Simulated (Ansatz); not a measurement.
# C9H20: how energies converge with the basis set

How large a basis does C9H20 need? Two functionals are run in growing sets.

The runs use Ansatz 0.2.0, Gaussian basis; one geometry, several basis sets.

The runs, in order: PBE0-D4/def2-SVP; ωB97M-V/def2-SVP; PBE0-D4/def2-QZVPP; ωB97M-V/def2-QZVPP; the functionals' def2-TZVPP values are taken from earlier runs.

### Step 1. The relaxed structure

The geometry comes from an earlier relaxation with PBE0-D4 in a triple-zeta def2 set; it is a stationary point, not always the lowest conformer.

SMILES `CCC(CC)(CC)CC`, 29 atoms, charge 0, spin multiplicity 1.

Atoms are counted from 1 here; the program's logs count them from 0.

Bond lengths: C1–C2 1.519 Å, C1–H10 1.093 Å, C1–H11 1.093 Å, C1–H12 1.093 Å, C2–C3 1.538 Å, C2–H13 1.095 Å, C2–H14 1.095 Å, C3–C4 1.538 Å, C3–C6 1.538 Å, C3–C8 1.538 Å, C4–C5 1.519 Å, C4–H15 1.095 Å, C4–H16 1.095 Å, C5–H17 1.093 Å, C5–H18 1.093 Å, C5–H19 1.093 Å, C6–C7 1.519 Å, C6–H20 1.095 Å and more. Angles: C2–C1–H10 112.1°, C2–C1–H11 110.4°, C2–C1–H12 112.1°, H10–C1–H11 107.2°, H10–C1–H12 107.6°, H11–C1–H12 107.2°, C1–C2–C3 116.6°, C1–C2–H13 109.1°, C1–C2–H14 109.1°, C3–C2–H13 108.2°, C3–C2–H14 108.2°, H13–C2–H14 105.1°, C2–C3–C4 111.0°, C2–C3–C6 106.5°, C2–C3–C8 111.0°, C4–C3–C6 111.0°, C4–C3–C8 106.5°, C6–C3–C8 111.0° and more.

### Step 2. PBE0-D4 in def2-SVP

The input, in.yaml:

```yaml
crystal:
  periodic: [false, false, false]
  atoms:
    - {symbol: C, position_ang: [0.131482, 0.650310, -2.514718]}
    - {symbol: C, position_ang: [0.353571, 1.050171, -1.065928]}
    - {symbol: C, position_ang: [0.000102, -0.000057, 0.000091]}
    - {symbol: C, position_ang: [-1.480959, -0.402597, -0.093363]}
    - {symbol: C, position_ang: [-2.500582, 0.710497, 0.078663]}
    - {symbol: C, position_ang: [0.311787, 0.639563, 1.363204]}
    - {symbol: C, position_ang: [0.040525, -0.211629, 2.592067]}
    - {symbol: C, position_ang: [0.816011, -1.287366, -0.203544]}
    - {symbol: C, position_ang: [2.328241, -1.148997, -0.156313]}
    - {symbol: H, position_ang: [0.729134, -0.219946, -2.796348]}
    - {symbol: H, position_ang: [0.413875, 1.467022, -3.183174]}
    - {symbol: H, position_ang: [-0.915175, 0.412141, -2.718755]}
    - {symbol: H, position_ang: [-0.218993, 1.959206, -0.853665]}
    - {symbol: H, position_ang: [1.401974, 1.335937, -0.930143]}
    - {symbol: H, position_ang: [-1.642670, -0.889835, -1.060667]}
    - {symbol: H, position_ang: [-1.671571, -1.181101, 0.652861]}
    - {symbol: H, position_ang: [-2.421373, 1.191898, 1.056329]}
    - {symbol: H, position_ang: [-2.391932, 1.487513, -0.681788]}
    - {symbol: H, position_ang: [-3.515260, 0.314420, -0.005902]}
    - {symbol: H, position_ang: [-0.256637, 1.572322, 1.441333]}
    - {symbol: H, position_ang: [1.363136, 0.945978, 1.364929]}
    - {symbol: H, position_ang: [0.630702, -1.131158, 2.592679]}
    - {symbol: H, position_ang: [0.296835, 0.338127, 3.500733]}
    - {symbol: H, position_ang: [-1.011874, -0.494643, 2.670886]}
    - {symbol: H, position_ang: [0.526691, -1.727415, -1.163701]}
    - {symbol: H, position_ang: [0.499467, -2.015872, 0.550318]}
    - {symbol: H, position_ang: [2.675501, -0.768014, 0.807069]}
    - {symbol: H, position_ang: [2.804883, -2.119757, -0.311357]}
    - {symbol: H, position_ang: [2.703082, -0.476730, -0.931816]}
basis:
  gaussian: {orbitals: def2-SVP}
hamiltonian: {xc: pbe0, dispersion: d4}
output: {orbitals: {seedname: orbitals}}
```

Command:

```console
ansatz run in.yaml --threads 5 --pin off --events-out ev --progress --plain --max-ram 66560MiB --backend cpu
```

Further steps of the session: ωB97M-V in def2-SVP; PBE0-D4 in def2-QZVPP; ωB97M-V in def2-QZVPP.

Q: Predict the results of all the runs planned. Wanted: PBE0-D4: double and triple zeta above quadruple; ωB97M-V: double and triple zeta above quadruple.

As calculated:

```
                                       quantity           value
PBE0-D4: double and triple zeta above quadruple  10.82, 0.55 eV
ωB97M-V: double and triple zeta above quadruple  11.55, 0.54 eV
```

In words: For PBE0-D4 the step from double to triple zeta gains 10.27 eV and the next only 0.55 eV. These are total energies; as a rule much of such shifts cancels in differences, which this series doesn't test. The LUMO of ωB97M-V is positive and keeps falling with the basis (3.15 to 1.61 eV): an unbound level that the basis holds in place.
